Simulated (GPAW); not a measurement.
# PmO: single point with PBE

The system is PmO.

```
Pm O
1.0
     3.15591    0.00000    0.00000
    -1.57796    2.73310    0.00000
     0.00000    0.00000    3.08001
Pm O
1 1
Direct
  0.00000 0.00000 0.00000
  0.66667 0.33333 0.50000
```

The cell comes from a database or a generator and needn't be the stable form of this composition.

```
Program             : GPAW 26.7.0
Task                : single point
Functional          : PBE
Potentials or basis : GPAW PAW data sets (gpaw-data 1.2.1)
Cutoff              : 800 eV
Basis               : pw
k mesh              : 7 × 7 × 6
Occupations         : gaussian, width 0.05 eV
Spin                : collinear spin, random start
Starting moments    : [-0.36, 0.0] μB
```

The pressure is 29.9 GPa. The band gap on the k mesh is none (metal or under the smearing width). The net moment is -4.91 μB per cell and the site moments are Pm -4.42; O +0.05 μB.

Stress tensor (GPa, compression positive):
```
31.76  0.00  0.00
 0.00 31.76  0.00
 0.00  0.00 26.29
```

Levels at points of the mesh, in eV from the Fermi level:
Spin up:
```tsv
k point	band 4	band 5	band 6	band 7	band 8	band 9	band 10	band 11	band 12	band 13
(0.00, 0.00, 0.00)	-16.48	-16.48	-4.80	-4.80	-3.73	-0.67	1.29	2.80	2.80	2.80
(0.00, 0.00, 0.50)	-16.14	-14.99	-6.49	-4.88	-4.88	1.79	2.48	2.95	2.95	3.28
```
Spin down:
```csv
k point,band 11,band 12,band 13,band 14,band 15,band 16
"(0.00, 0.00, 0.00)",-0.18,-0.18,-0.15,-0.15,0.24,0.34
"(0.00, 0.00, 0.50)",0.13,0.13,0.14,0.14,0.25,2.19
```

It took 3.1 min on 1 thread of Intel(R) Xeon(R) Processor @ 2.50GHz (Skylake/Cascade Lake), with other jobs on the host, peak memory 0.21 GiB.

Caveat: one-centre terms of the f shell are cut off; the magnetic or orbital state may not be the lowest; a pressure of tens of GPa on the cell as given is suspect, and the run, the potentials or the cell itself is likely at fault; spin-orbit coupling is left out, which moves the levels of the heavy elements; without U or exact exchange the open f shell lies at the Fermi level, which spoils levels, moments and volumes. With open d or f shells a metallic result of PBE can be an artefact of self-interaction; +U or a hybrid may open a gap.
